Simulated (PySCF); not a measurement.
# MnN2H6 (+2): ligand-field states, part 2 of 2

PySCF 2.14.0. Atoms count from 0.

### 5 Ligand-field states: state-averaged CASSCF (bond angle at 150°)

What the job is given:

```
{"job": {"kind": "lf", "basis": {"metal": "x2c-TZVPall", "ligand": "x2c-SVPall"}, "nevpt": true, "reuse": true}, "charge": 2, "metal": "Mn", "open_shell": "d5"}
Mn     0.000000     0.000000     0.000000
N      0.522814     0.000000     1.951170
H     -0.286406     0.000000     2.572107
H      1.078965    -0.816105     2.206257
H      1.078965     0.816105     2.206257
N      0.522814     0.000000    -1.951170
H     -0.286406     0.000000    -2.572107
H      1.078965     0.816105    -2.206257
H      1.078965    -0.816105    -2.206257
```

With the program's defaults for keys left out, this is: state-averaged CASSCF of the metal d shell, SC-NEVPT2 on the averaged canonical orbitals, state-interaction spin-orbit coupling.

The log of the run:

```text
basis functions 106, electrons 43, active (5e, 5o)
start from the orbitals of the previous structure
stage 1: DIIS on the effective Fock matrix, level shift 0.30
cycle   1  E = -1268.2159720137  dE = -1.268e+03  max|g| = 1.045e+00
cycle   2  E = -1268.9295943382  dE = -7.136e-01  max|g| = 2.551e-01
cycle   3  E = -1268.9840376717  dE = -5.444e-02  max|g| = 1.027e-01
cycle   4  E = -1268.9896483995  dE = -5.611e-03  max|g| = 4.487e-02
cycle   5  E = -1268.9920162790  dE = -2.368e-03  max|g| = 1.763e-02
cycle   6  E = -1268.9922334167  dE = -2.171e-04  max|g| = 1.019e-02
cycle   7  E = -1268.9923493276  dE = -1.159e-04  max|g| = 6.875e-03
cycle   8  E = -1268.9923848176  dE = -3.549e-05  max|g| = 3.738e-03
cycle   9  E = -1268.9923974995  dE = -1.268e-05  max|g| = 3.063e-03
cycle  10  E = -1268.9924031804  dE = -5.681e-06  max|g| = 1.362e-03
...
cycle  32  E = -1268.9924048939  dE = -5.231e-08  max|g| = 3.204e-04
cycle  33  E = -1268.9924049276  dE = -3.362e-08  max|g| = 2.292e-04
cycle  34  E = -1268.9924049567  dE = -2.915e-08  max|g| = 1.061e-04
cycle  35  E = -1268.9924049667  dE = -1.001e-08  max|g| = 4.686e-05
cycle  36  E = -1268.9924049693  dE = -2.544e-09  max|g| = 3.286e-05
cycle  37  E = -1268.9924049702  dE = -9.315e-10  max|g| = 2.368e-05
cycle  38  E = -1268.9924049705  dE = -2.733e-10  max|g| = 2.375e-05
cycle  39  E = -1268.9924049705  dE =  6.366e-12  max|g| = 2.704e-05
cycle  40  E = -1268.9924049704  dE =  9.982e-11  max|g| = 3.012e-05
stage 2: quasi-Newton rotations from the point of smallest gradient
cycle  42  E = -1268.9924049709  dE = -6.987e-10  max|g| = 5.157e-06
converged average energy = -1268.9924049709

 mult deg   label        CASSCF/cm-1   NEVPT2/cm-1
   6   1   6A1                 0.0           0.0
   4   1   4A2             27988.6       24998.2
   4   1   4B2             28578.8       25713.8
   4   1   4A1             28625.7       25783.0
   4   1   4B1             29098.2       26613.9
   4   1   4B1             29639.4       26861.0
   4   1   4A1             29418.8       26951.5
   4   1   4A2             29686.5       26958.0
   4   1   4B2             30293.7       27727.6
   4   1   4A1             30294.9       27730.4
   4   1   4B1             33458.3       29115.3
   4   1   4A2             33746.5       29518.7
   4   1   4B2             34516.7       30056.7
   4   1   4A1             35384.6       31216.8
   4   1   4B2             35821.6       31688.1
   4   1   4A1             37427.1       32950.2
   4   1   4B1             39114.1       34605.1
   4   1   4A2             39979.7       35674.9
   2   1   2B1             41304.2       38176.4
   2   1   2A2             41305.8       38180.0
   2   1   2B2             41734.1       38491.1
   2   1   2A1             41755.3       38553.9
   2   1   2A2             41990.1       38718.5
   2   1   2A1             42220.3       39254.3
   2   1   2B2             42240.3       39276.2
   2   1   2B1             42315.0       39444.1
   2   1   2A2             42331.8       39474.7
   2   2   2I              42600.6       39674.6
   2   1   2B1             45744.3       39983.3
   2   1   2B2             42794.4       40126.7
   2   1   2A1             42798.8       40131.7
   2   1   2B2             46581.5       40480.5
   2   1   2A2             46582.6       40945.6
   2   1   2A1             46911.9       41147.2
   2   1   2A1             48048.5       42308.9
   2   1   2B2             48399.1       42662.8
   2   1   2B1             48727.7       43298.8
   2   1   2A2             48750.9       43345.9
   2   1   2A2             49656.8       43698.1
   2   1   2B1             49839.4       44018.5
   2   1   2A1             49328.3       44198.4
   2   1   2B2             49429.4       44285.5
   2   1   2B2             50143.2       44604.2
   4   1   4B1             50684.9       44847.1
   2   1   2A1             50476.6       45101.9
   2   1   2B1             50633.8       45258.1
   4   1   4B2             51088.0       45284.7
   2   1   2A2             50660.4       45297.4
   4   1   4A2             51132.7       45335.4
   4   1   4B1             51620.5       45845.1
   4   1   4A2             51628.3       45870.9
   2   1   2B2             52049.8       46130.4
   2   1   2A1             52089.8       46189.3
   2   1   2A2             51726.9       46247.1
   2   1   2B2             51393.2       46282.8
   4   2   4F              51968.2       46380.6
   2   1   2B1             52479.5       47003.4
   2   1   2A1             53921.7       47944.5
   2   1   2A2             54495.6       48618.2
   2   2   2H              53455.3       48824.6

spin-orbit levels / cm-1
      0.00  x2  6A1 1.00
      0.06  x2  6A1 1.00
      0.19  x2  6A1 1.00
  24983.59  x2  4A2 1.00
  24992.97  x2  4A2 0.99
  25616.85  x2  4B2 0.63 4A1 0.36
  25687.06  x2  4B2 0.81 4A1 0.18
  25792.76  x2  4A1 0.81 4B2 0.18
  25870.58  x2  4A1 0.63 4B2 0.36
  26605.69  x2  4B1 0.99
  26618.02  x2  4B1 1.00
  26833.86  x2  4B1 0.83 4A2 0.16
  26854.99  x2  4B1 0.95 4A2 0.03
  26940.92  x2  4A1 0.75 4A2 0.25
  26952.91  x2  4A1 0.89 4A2 0.08
  26964.38  x2  4A2 0.69 4A1 0.28
  26981.04  x2  4A2 0.78 4B1 0.15 4A1 0.06
  27719.24  x2  4B2 0.62 4A1 0.38
  27730.53  x2  4A1 0.60 4B2 0.40
  27731.40  x2  4B2 0.80 4A1 0.20
  27735.75  x2  4A1 0.82 4B2 0.18
  28930.09  x2  4B1 0.75 4A2 0.22
  29048.34  x2  4B1 0.92 4A2 0.06
  29434.95  x2  4A2 0.79 4B2 0.13 4B1 0.07
  29632.10  x2  4A2 0.72 4B1 0.22 4B2 0.05
  30044.63  x2  4B2 0.95 4A2 0.03
  30152.50  x2  4B2 0.83 4A2 0.15
  31226.65  x2  4A1 0.94 4B2 0.04
  31249.75  x2  4A1 0.97
  31659.59  x2  4B2 0.93 4A1 0.03
```

It took 4.8 s on 1 thread of Arm Neoverse V2, shared host; peak memory 0.24 GiB.

In short:

```tsv
quantity	value
spin-orbit constant ζ	304 cm⁻¹
```

Powder susceptibility:

```tsv
T (K)	χT (cm³ K/mol)	μ(eff)
2	4.385	5.92
20	4.386	5.92
100	4.386	5.92
300	4.386	5.92
```

### 6 Ligand-field states: state-averaged CASSCF (bond angle at 135°)

What the job is given:

```
{"job": {"kind": "lf", "basis": {"metal": "x2c-TZVPall", "ligand": "x2c-SVPall"}, "nevpt": true, "reuse": true}, "charge": 2, "metal": "Mn", "open_shell": "d5"}
Mn     0.000000     0.000000     0.000000
N      0.773021     0.000000     1.866237
H      0.051772     0.000000     2.587486
H      1.357708    -0.816105     2.046549
H      1.357708     0.816105     2.046549
N      0.773021     0.000000    -1.866237
H      0.051772     0.000000    -2.587486
H      1.357708     0.816105    -2.046549
H      1.357708    -0.816105    -2.046549
```

With the program's defaults for keys left out, this is: state-averaged CASSCF of the metal d shell, SC-NEVPT2 on the averaged canonical orbitals, state-interaction spin-orbit coupling.

The log of the run:

```text
basis functions 106, electrons 43, active (5e, 5o)
start from the orbitals of the previous structure
stage 1: DIIS on the effective Fock matrix, level shift 0.30
cycle   1  E = -1267.5179719617  dE = -1.268e+03  max|g| = 1.458e+00
cycle   2  E = -1268.8636092726  dE = -1.346e+00  max|g| = 3.405e-01
cycle   3  E = -1268.9717229399  dE = -1.081e-01  max|g| = 1.278e-01
cycle   4  E = -1268.9837629343  dE = -1.204e-02  max|g| = 5.204e-02
cycle   5  E = -1268.9883592389  dE = -4.596e-03  max|g| = 2.321e-02
cycle   6  E = -1268.9888346815  dE = -4.754e-04  max|g| = 1.458e-02
cycle   7  E = -1268.9891172774  dE = -2.826e-04  max|g| = 5.574e-03
cycle   8  E = -1268.9891622217  dE = -4.494e-05  max|g| = 2.887e-03
cycle   9  E = -1268.9891723457  dE = -1.012e-05  max|g| = 2.326e-03
cycle  10  E = -1268.9891771804  dE = -4.835e-06  max|g| = 1.277e-03
...
cycle  32  E = -1268.9891789866  dE = -1.260e-10  max|g| = 3.463e-05
cycle  33  E = -1268.9891789868  dE = -2.271e-10  max|g| = 2.812e-05
cycle  34  E = -1268.9891789870  dE = -1.255e-10  max|g| = 2.546e-05
cycle  35  E = -1268.9891789871  dE = -1.182e-10  max|g| = 2.102e-05
cycle  36  E = -1268.9891789871  dE = -4.934e-11  max|g| = 2.007e-05
cycle  37  E = -1268.9891789872  dE = -3.320e-11  max|g| = 1.971e-05
cycle  38  E = -1268.9891789872  dE = -2.319e-11  max|g| = 1.920e-05
cycle  39  E = -1268.9891789873  dE = -1.021e-10  max|g| = 1.635e-05
cycle  40  E = -1268.9891789874  dE = -6.844e-11  max|g| = 1.273e-05
stage 2: quasi-Newton rotations from the point of smallest gradient
cycle  42  E = -1268.9891789875  dE = -1.028e-10  max|g| = 3.794e-06
converged average energy = -1268.9891789875

 mult deg   label        CASSCF/cm-1   NEVPT2/cm-1
   6   1   6A1                 0.0           0.0
   4   1   4B1             28765.7       25457.0
   4   1   4A2             28529.4       25518.7
   4   1   4B2             28620.2       25667.8
   4   1   4A2             29130.4       26128.3
   4   1   4A1             29039.2       26329.7
   4   1   4A1             29599.9       27094.2
   4   1   4B1             29711.3       27205.3
   4   1   4B2             30264.2       27690.4
   4   1   4A1             30267.6       27699.1
   4   1   4A2             33515.5       29354.1
   4   1   4B2             34123.2       29566.2
   4   1   4B1             33922.0       30003.0
   4   1   4A1             35698.5       31436.7
   4   1   4B2             36396.2       32204.0
   4   1   4A1             37507.8       33026.5
   4   1   4B1             38132.4       33512.6
   4   1   4A2             39718.0       35428.1
   2   1   2B2             41224.7       37428.9
   2   1   2A1             41345.9       37734.4
   2   2   2I              41731.5       38517.3
   2   1   2A2             41858.1       38681.4
   2   1   2B1             42110.5       38955.5
   2   1   2A1             42129.4       38958.5
   2   1   2A2             42313.3       39240.4
   2   1   2B2             42304.1       39276.9
   2   1   2B1             42596.9       39613.4
   2   1   2A1             42521.7       39676.4
   2   1   2B2             42553.3       39716.0
   2   1   2A1             42728.4       39897.6
   2   1   2B2             46284.8       40271.7
   2   1   2A1             46313.6       40590.4
   2   1   2B1             46604.6       40937.8
   2   1   2A2             47548.7       41768.0
   2   1   2A1             48110.8       42208.1
   2   1   2A2             48449.8       42392.0
   2   1   2B2             48805.0       43267.6
   2   1   2B1             48823.2       43398.3
   2   1   2A2             49283.6       43556.8
   2   1   2B1             49787.9       44185.0
   2   1   2B2             50186.7       44498.4
   4   1   4B1             50633.6       44802.1
   2   1   2B2             50767.3       44891.5
   2   1   2A1             50391.7       44933.6
   2   1   2A1             50641.7       44974.3
   2   1   2B1             50593.0       45129.9
   2   1   2A2             50468.1       45211.3
   4   1   4A2             51189.1       45310.8
   4   1   4B2             51248.7       45634.0
   2   1   2B2             50979.7       45895.7
   4   1   4A1             51569.5       45911.3
   4   1   4B2             51693.1       46076.9
   4   1   4B1             51879.9       46376.9
   2   1   2A2             51686.2       46428.0
   2   1   2A1             51637.3       46466.0
   4   1   4A2             51985.2       46544.1
   2   1   2B2             51929.1       46816.6
   2   1   2B1             52282.0       46967.1
   2   1   2A1             53770.9       47705.9
   2   1   2A2             52685.3       47901.1

spin-orbit levels / cm-1
      0.00  x2  6A1 1.00
      0.06  x2  6A1 1.00
      0.17  x2  6A1 1.00
  25429.54  x2  4B1 0.92 4A2 0.06
  25450.20  x2  4B1 0.97
  25505.98  x2  4A2 0.98
  25519.36  x2  4A2 0.93 4B1 0.06
  25653.68  x2  4B2 0.98
  25657.55  x2  4B2 0.99
  26127.64  x2  4A2 0.99
  26136.06  x2  4A2 0.97
  26329.67  x2  4A1 0.99
  26338.19  x2  4A1 0.98
  27089.31  x2  4A1 0.99
  27095.04  x2  4A1 1.00
  27201.45  x2  4B1 0.99
  27206.35  x2  4B1 0.99
  27682.59  x2  4B2 0.79 4A1 0.21
  27693.82  x2  4B2 0.95 4A1 0.04
  27697.69  x2  4A1 0.79 4B2 0.21
  27703.42  x2  4A1 0.95 4B2 0.04
  29126.14  x2  4A2 0.67 4B2 0.27 4B1 0.05
  29237.94  x2  4A2 0.83 4B2 0.10 4B1 0.06
  29550.42  x2  4B2 0.88 4A2 0.06 4B1 0.05
  29735.19  x2  4B2 0.69 4A2 0.28
  29970.61  x2  4B1 0.91 4B2 0.04
  30077.45  x2  4B1 0.86 4A2 0.12
  31446.40  x2  4A1 0.96
  31475.63  x2  4A1 0.96
  32132.86  x2  4B2 0.88 4A1 0.08
```

It took 4.8 s on 1 thread of Arm Neoverse V2, shared host; peak memory 0.24 GiB.

In short:

```tsv
quantity	value
spin-orbit constant ζ	304 cm⁻¹
```

Powder susceptibility:

```tsv
T (K)	χT (cm³ K/mol)	μ(eff)
2	4.385	5.92
20	4.386	5.92
100	4.386	5.92
300	4.386	5.92
```

### 7 Ligand-field states: state-averaged CASSCF (bond angle at 120°)

What the job is given:

```
{"job": {"kind": "lf", "basis": {"metal": "x2c-TZVPall", "ligand": "x2c-SVPall"}, "nevpt": true, "reuse": true}, "charge": 2, "metal": "Mn", "open_shell": "d5"}
Mn     0.000000     0.000000     0.000000
N      1.010000     0.000000     1.749371
H      0.389063     0.000000     2.558592
H      1.613221    -0.816105     1.851824
H      1.613221     0.816105     1.851824
N      1.010000     0.000000    -1.749371
H      0.389063     0.000000    -2.558592
H      1.613221     0.816105    -1.851824
H      1.613221    -0.816105    -1.851824
```

Level: state-averaged CASSCF of the metal d shell, SC-NEVPT2 on the averaged canonical orbitals, state-interaction spin-orbit coupling.

The log of the run:

```text
basis functions 106, electrons 43, active (5e, 5o)
start from the orbitals of the previous structure
stage 1: DIIS on the effective Fock matrix, level shift 0.30
cycle   1  E = -1267.5849534798  dE = -1.268e+03  max|g| = 1.560e+00
cycle   2  E = -1268.8624575631  dE = -1.278e+00  max|g| = 3.595e-01
cycle   3  E = -1268.9671949532  dE = -1.047e-01  max|g| = 1.300e-01
cycle   4  E = -1268.9798109217  dE = -1.262e-02  max|g| = 5.343e-02
cycle   5  E = -1268.9838332080  dE = -4.022e-03  max|g| = 2.265e-02
cycle   6  E = -1268.9843224508  dE = -4.892e-04  max|g| = 1.066e-02
cycle   7  E = -1268.9845123272  dE = -1.899e-04  max|g| = 5.745e-03
cycle   8  E = -1268.9845529095  dE = -4.058e-05  max|g| = 2.959e-03
cycle   9  E = -1268.9845619545  dE = -9.045e-06  max|g| = 1.385e-03
cycle  10  E = -1268.9845651772  dE = -3.223e-06  max|g| = 7.392e-04
cycle  11  E = -1268.9845659132  dE = -7.361e-07  max|g| = 3.940e-04
cycle  12  E = -1268.9845661741  dE = -2.608e-07  max|g| = 2.282e-04
cycle  13  E = -1268.9845662194  dE = -4.529e-08  max|g| = 1.655e-04
cycle  14  E = -1268.9845662409  dE = -2.160e-08  max|g| = 1.009e-04
cycle  15  E = -1268.9845662475  dE = -6.514e-09  max|g| = 7.588e-05
cycle  16  E = -1268.9845662508  dE = -3.380e-09  max|g| = 4.359e-05
cycle  17  E = -1268.9845662522  dE = -1.393e-09  max|g| = 3.699e-05
cycle  18  E = -1268.9845662530  dE = -7.469e-10  max|g| = 2.557e-05
cycle  19  E = -1268.9845662532  dE = -2.465e-10  max|g| = 2.075e-05
cycle  20  E = -1268.9845662534  dE = -1.476e-10  max|g| = 1.536e-05
cycle  21  E = -1268.9845662535  dE = -8.140e-11  max|g| = 1.282e-05
cycle  22  E = -1268.9845662535  dE = -3.706e-11  max|g| = 1.095e-05
cycle  23  E = -1268.9845662535  dE = -2.342e-11  max|g| = 9.136e-06
converged average energy = -1268.9845662535

 mult deg   label        CASSCF/cm-1   NEVPT2/cm-1
   6   1   6A1                 0.0           0.0
   4   1   4B1             27290.0       23364.1
   4   1   4A2             28103.9       24443.4
   4   1   4B2             28125.9       24746.2
   4   1   4B1             29314.8       26411.5
   4   1   4A2             29259.8       26513.9
   4   1   4A1             29386.2       26788.1
   4   1   4A1             29818.1       27287.6
   4   1   4B2             30229.8       27650.3
   4   1   4A1             30235.8       27664.3
   4   1   4A2             33570.1       29532.6
   4   1   4B2             34051.3       29657.6
   4   1   4B1             35349.2       31543.0
   4   1   4A1             36173.6       31851.0
   4   1   4B2             36930.0       32608.3
   4   1   4A1             37613.9       33133.1
   4   1   4B1             37503.6       33314.5
   4   1   4A2             39292.6       34952.2
   2   1   2B2             40170.8       35764.0
   2   1   2A1             40525.1       36421.7
   2   1   2B1             40874.1       36920.4
   2   1   2A2             41128.4       37414.1
   2   1   2A1             41468.8       37613.8
   2   1   2A2             41605.6       38001.5
   2   1   2B1             41762.6       38229.5
   2   1   2B2             41916.5       38563.9
   2   1   2B2             45383.2       39054.6
   2   1   2A2             42174.9       39105.4
   2   1   2A1             42346.6       39200.9
   2   1   2B1             42382.1       39376.9
   2   1   2B2             42431.5       39429.2
   2   1   2A1             42574.9       39716.9
   2   1   2A1             45479.0       39932.5
   2   1   2A2             46592.8       40128.1
   2   1   2A1             47541.6       41373.7
   2   1   2B1             47182.9       41412.6
   2   1   2A2             48012.4       41838.7
   2   1   2B1             48681.3       43006.5
   2   1   2B2             48692.7       43115.7
   2   1   2A2             48866.9       43310.2
   2   1   2B2             49813.5       43961.7
   2   1   2B1             49801.1       44297.0
   2   1   2A1             50590.1       44934.6
   4   1   4B1             50810.4       44997.9
   2   1   2B1             50347.4       45024.6
   2   1   2B2             50808.3       45219.2
   4   1   4A2             51172.5       45246.8
   4   1   4A1             51155.3       45383.6
   4   1   4B2             51272.7       45517.4
   2   1   2A2             50857.3       45550.1
   2   1   2A1             51390.8       46004.2
   2   1   2B2             51701.8       46594.2
   4   1   4B2             52016.6       46786.7
   2   1   2A1             52556.3       47168.8
   2   1   2B1             52347.1       47231.1
   4   1   4B1             52370.4       47244.4
   4   1   4A2             52630.2       47536.6
   2   1   2A2             52669.3       47579.6
   2   1   2A1             53590.0       47684.4
   2   1   2B2             53392.7       48366.2

spin-orbit levels / cm-1
      0.00  x2  6A1 1.00
      0.06  x2  6A1 1.00
      0.10  x2  6A1 1.00
  23344.96  x2  4B1 0.99
  23360.66  x2  4B1 1.00
  24435.58  x2  4A2 0.99
  24449.86  x2  4A2 0.99
  24736.21  x2  4B2 1.00
  24744.28  x2  4B2 1.00
  26403.20  x2  4B1 0.99
  26409.07  x2  4B1 0.99
  26504.65  x2  4A2 0.99
  26515.37  x2  4A2 0.99
  26786.57  x2  4A1 0.99
  26789.38  x2  4A1 1.00
  27282.84  x2  4A1 1.00
  27288.94  x2  4A1 1.00
  27642.91  x2  4B2 0.87 4A1 0.13
  27653.56  x2  4B2 0.98
  27662.05  x2  4A1 0.87 4B2 0.13
  27668.20  x2  4A1 0.98
  29312.89  x2  4A2 0.62 4B2 0.37
  29443.65  x2  4A2 0.81 4B2 0.17
  29673.01  x2  4B2 0.82 4A2 0.16
  29852.32  x2  4B2 0.62 4A2 0.37
  31436.85  x2  4B1 0.82 4A1 0.15
  31530.52  x2  4B1 0.88 4A1 0.07
  31849.05  x2  4A1 0.92 4B2 0.04 4B1 0.03
  31917.01  x2  4A1 0.79 4B1 0.18
  32498.76  x2  4B2 0.78 4A1 0.16 4A1 0.03
```

It took 4.1 s on 1 thread of Arm Neoverse V2, shared host; peak memory 0.24 GiB.

Key values:

```tsv
quantity	value
spin-orbit constant ζ	305 cm⁻¹
```

Powder susceptibility:

```tsv
T (K)	χT (cm³ K/mol)	μ(eff)
2	4.386	5.92
20	4.386	5.92
100	4.386	5.92
300	4.386	5.92
```

### 8 Ligand field across the series

From the NEVPT2 states (cm⁻¹; the spread is that of the fitted one-electron ligand-field levels):

```tsv
step	setting	ground state	next state	orbital spread	Racah B	ζ	μ(eff), 300 K
2	as given	6A1g	4Eg at 24388	7043	872	304	5.92
3	bond angle at 170	6A1	4A2 at 24456	6946	872	304	5.92
4	bond angle at 160	6A1	4A2 at 24666	6634	873	304	5.92
5	bond angle at 150	6A1	4A2 at 24998	6137	874	304	5.92
6	bond angle at 135	6A1	4B1 at 25457	5114	879	304	5.92
7	bond angle at 120	6A1	4B1 at 23364	6591	888	305	5.92
```

### 9 Summary of results

The summary covers parts 1 to 2.

| quantity | value |
| --- | --- |
| spin-orbit constant ζ (step 2, state-averaged CASSCF) | 304 cm⁻¹ |
| ground multiplicity, μ(eff) at 300 K (step 2, 2 donors at 2.02 Å) | 6, 5.92 μB |
| ground multiplicity, μ(eff) at 300 K (step 3, 2 donors at 2.02 Å) | 6, 5.92 μB |
| ground multiplicity, μ(eff) at 300 K (step 4, 2 donors at 2.02 Å) | 6, 5.92 μB |
| ground multiplicity, μ(eff) at 300 K (step 5, 2 donors at 2.02 Å) | 6, 5.92 μB |
| ground multiplicity, μ(eff) at 300 K (step 6, 2 donors at 2.02 Å) | 6, 5.92 μB |
| ground multiplicity, μ(eff) at 300 K (step 7, 2 donors at 2.02 Å) | 6, 5.92 μB |

In words: In step 2, χT goes from 4.38 at 2 K to 4.39 cm³ K/mol at 300 K: nearly flat, so one level governs the whole range. The spread of the ligand-field levels runs from 5114 cm⁻¹ (bond angle at 135) to 7043 cm⁻¹ (as given); μ(eff) at 300 K: 5.92 μB.
